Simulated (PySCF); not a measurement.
# C3H4GeO: the cost of one run

Computed with PySCF 2.14.0, with density-fitted response routines of our own, on a single molecule in the gas phase. Atoms count from 0, in the outputs and in this text.

## (1) The molecule as given

9 atoms, charge 0, multiplicity 1; geometry from: GFN2-xTB. The atoms were then displaced at random by about 0.01 Å, so the start is not that level's minimum.

Bonds of the start (Å): C0–C1 1.20, C1–C2 1.43, C2–O3 1.21, C2–Ge4 1.99, C0–H5 1.06, Ge4–H6 1.51, Ge4–H7 1.49, Ge4–H8 1.49.

## (2) Geometry optimisation at PBE0-D3(BJ)/def2-SVP

Job settings and geometry (Å):

```
{"job": {"xc": "PBE0", "basis": "def2-SVP", "d3": "d3bj", "grid": 1, "shake": 0.01, "kind": "geom"}, "charge": 0, "multiplicity": 1}
C      2.157410     1.024960    -0.289150
C      1.373810     0.122110    -0.150590
C      0.372770    -0.886800     0.024490
O      0.644730    -2.067780     0.058190
Ge    -1.475430    -0.171090     0.240630
H      2.814640     1.845390    -0.424110
H     -1.545260     0.758200     1.426230
H     -1.859950     0.652120    -0.946090
H     -2.424900    -1.294250     0.453910
```

Launch:

```
> OMP_NUM_THREADS=1 python probes_run.py task.json out
```

One launch serves the whole session: the jobs run in the order shown.

**Question.** How long does this first job take on 1 thread of Arm Neoverse V1, shared host, and how much memory does it need?

About 28 s, with a peak of 0.44 GiB.
